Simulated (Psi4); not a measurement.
# M06-2X/def2-SVP (core potential, sweep point 7) run of InH3Cl− ([InClH3]-)

Aim: the vertical singlet–triplet gap of InH3Cl− ([InClH3]-) at M06-2X/def2-SVP (core potential, sweep point 7), from 2 runs. Input form: a Python script.

Program for the calculation: Psi4 1.11.

4 further runs of the same task are left out: 4 set aside as unsound or not needed.

## Step 1: The molecule

InH3Cl− has 5 atoms, charge -1, and is taken as a singlet. SMILES: `[H][In-]([H])([H])[Cl]`. The shape comes from GFN2-xTB, which is rough for such elements, and wasn't checked as a minimum.

Bond lengths: In1–Cl2 2.339 Å, In1–H3 1.697 Å, In1–H4 1.696 Å, In1–H5 1.697 Å. Angles: Cl2–In1–H3 106.6°, Cl2–In1–H4 106.7°, Cl2–In1–H5 106.7°, H3–In1–H4 111.9°, H3–In1–H5 112.2°, H4–In1–H5 112.2°.

## Step 2: The energy at M06-2X/def2-SVP (core potential, sweep point 7)

Input file run.py:

```python
import psi4

psi4.set_memory(1600000000)
psi4.set_num_threads(1)
psi4.core.set_output_file('run.log', False)

m = psi4.geometry("""
-1 1
In    -0.00406291     0.00117163    -0.33202488
Cl     0.02418849    -0.03845593     4.08868703
H      3.06284921     0.02528454    -1.26787395
H     -1.54596605     2.66638466    -1.22064969
H     -1.53700874    -2.65438490    -1.26811961
units au
symmetry c1
""")

psi4.set_options({
    'basis': 'def2-SVP',
    'puream': True,
    'scf_type': 'pk',
    'dft_radial_points': 150,
    'dft_spherical_points': 974,
})

result, w = psi4.energy("m06-2x", molecule=m, return_wfn=True)
print('E =', round(result, 9))
```

Command:

```
$ python run.py
```

run.log:

```text
[...]
    !!!  WARNING: ECP capability is in beta. Please check occupations closely.  !!!
[...]
  Running in c1 symmetry.
[...]
  Nuclear repulsion =  109.245162326326792
[...]
  Multiplicity = 1
[...]
  Nalpha       = 21
  Nbeta        = 21
[...]
    Number of basis functions: 59
[...]
   @RKS iter   1:  -651.88004989331341   -1.13007e+00   6.01441e-03 DIIS/ADIIS
[...]
   @RKS iter   7:  -651.96032703074286   -6.04985e-09   4.11262e-07 DIIS
[...]
    Orbital Energies [Eh]
    ---------------------
    Doubly Occupied:
       1A   -102.387771     2A     -9.557539     3A     -7.282416
       4A     -7.279554     5A     -7.279553     6A     -4.662799
       7A     -3.042080     8A     -3.038169     9A     -3.038152
      10A     -0.697314    11A     -0.665418    12A     -0.665374
      13A     -0.657227    14A     -0.657195    15A     -0.633854
      16A     -0.294227    17A     -0.176162    18A     -0.176069
      19A     -0.175033    20A     -0.122746    21A     -0.122416
[...]
  @RKS Final Energy:  -651.96032703074286
   => Energetics <=
    Nuclear Repulsion Energy =            109.2451623263267919
    One-Electron Energy =               -1199.1995155800875636
    Two-Electron Energy =                 460.1718170599759787
    DFT Exchange-Correlation Energy =     -22.1777908369581382
    Empirical Dispersion Energy =           0.0000000000000000
    VV10 Nonlocal Energy =                  0.0000000000000000
    Total Energy =                       -651.9603270307428602
[...]
 Multipole Moments:
 ------------------------------------------------------------------------------------
     Multipole            Electronic (a.u.)      Nuclear  (a.u.)        Total (a.u.)
 ------------------------------------------------------------------------------------
 L = 1.  Multiply by 2.5417464519 to convert [e a0] to [Debye]
 Dipole X            :         -0.2156164            0.2095657           -0.0060506
 Dipole Y            :          0.2770988           -0.2774339           -0.0003350
 Dipole Z            :        -32.0012305           31.6841329           -0.3170976
 Magnitude           :                                                    0.3171555
[...]
```

On the terminal:

```text
E = -651.960327031
```

Run time: 24 s. Hardware: 1 thread of Intel Xeon Platinum 8488C (Sapphire Rapids), shared host; peak memory 1.1 GiB.

## Step 3: The triplet

Input file clh3in.py:

```python
import psi4

psi4.set_memory('1600 MB')
psi4.set_num_threads(1)
psi4.core.set_output_file('output.dat', False)

mol = psi4.geometry("""
-1 3
In    -0.00406291     0.00117163    -0.33202488
Cl     0.02418849    -0.03845593     4.08868703
H      3.06284921     0.02528454    -1.26787395
H     -1.54596605     2.66638466    -1.22064969
H     -1.53700874    -2.65438490    -1.26811961
units bohr
symmetry c1
""")

psi4.set_options({
    'basis': 'def2-SVP',
    'reference': 'uks',
    'puream': True,
    'scf_type': 'pk',
    'dft_radial_points': 150,
    'dft_spherical_points': 974,
    'maxiter': 150,
})

energy_value, wavefunction = psi4.energy('M06-2X', return_wfn=True)
print('E =', round(energy_value, 9))
```

Command:

```
$ python clh3in.py
```

output.dat:

```text
[...]
    !!!  WARNING: ECP capability is in beta. Please check occupations closely.  !!!
[...]
  Running in c1 symmetry.
[...]
  Nuclear repulsion =  109.245162326326792
[...]
  Multiplicity = 3
[...]
  Nalpha       = 22
  Nbeta        = 20
[...]
    Number of basis functions: 59
[...]
   @UKS iter   1:  -651.62998232069356   -8.79998e-01   6.34243e-03 ADIIS/DIIS
[...]
   @UKS iter  29:  -651.73164126999779   -4.03725e-08   2.62281e-07 DIIS
[...]
   @S^2 Observed:                2.012801323E+00
[...]
    Orbital Energies [Eh]
    ---------------------
    Alpha Occupied:
       1A   -102.427445     2A     -9.597081     3A     -7.323204
       4A     -7.320445     5A     -7.317334     6A     -4.704106
       7A     -3.085427     8A     -3.079202     9A     -3.077294
      10A     -0.736936    11A     -0.712908    12A     -0.706102
      13A     -0.698823    14A     -0.695682    15A     -0.674742
      16A     -0.356657    17A     -0.244698    18A     -0.216444
      19A     -0.207070    20A     -0.192361    21A     -0.158930
      22A      0.094788
    Alpha Virtual:
      23A      0.224492    24A      0.230450    25A      0.271387
[...]
  @UKS Final Energy:  -651.73164126999779
   => Energetics <=
    Nuclear Repulsion Energy =            109.2451623263267919
    One-Electron Energy =               -1197.4756429844117065
    Two-Electron Energy =                 458.6128114748449889
    DFT Exchange-Correlation Energy =     -22.1139720867579079
    Empirical Dispersion Energy =           0.0000000000000000
    VV10 Nonlocal Energy =                  0.0000000000000000
    Total Energy =                       -651.7316412699977946
[...]
 Multipole Moments:
 ------------------------------------------------------------------------------------
     Multipole            Electronic (a.u.)      Nuclear  (a.u.)        Total (a.u.)
 ------------------------------------------------------------------------------------
 L = 1.  Multiply by 2.5417464519 to convert [e a0] to [Debye]
 Dipole X            :          0.3102237            0.2095657            0.5197894
 Dipole Y            :          0.1600406           -0.2774339           -0.1173933
 Dipole Z            :        -31.1747533           31.6841329            0.5093796
 Magnitude           :                                                    0.7371769
[...]
```

The script printed:

```text
E = -651.73164127
```

It took 1.8 min on 1 thread of Intel Xeon Platinum 8488C (Sapphire Rapids), shared host; peak memory 1.1 GiB.

## Step 4: What came out

Level: M06-2X/def2-SVP (core potential, sweep point 7).

```
                                                      quantity          value
                                         singlet: total energy  -651.96033 Eh
                                          singlet: HOMO energy       -3.33 eV
                                          singlet: LUMO energy        5.66 eV
singlet: HOMO–LUMO gap (to an unbound level, set by the basis)        8.99 eV
                                         triplet: total energy  -651.73164 Eh
                   triplet: HOMO energy (highest over α and β)        2.58 eV
                                                 triplet: ⟨S²⟩          2.013
              vertical energy of the triplet above the singlet       6.223 eV
```

At this shape the triplet lies 6.22 eV (144 kcal/mol) above the singlet. For an anion a state so high probably lies above electron detachment. The HOMO (triplet) lies at positive energy, 2.58 eV; only total energies tell whether the electron is bound.
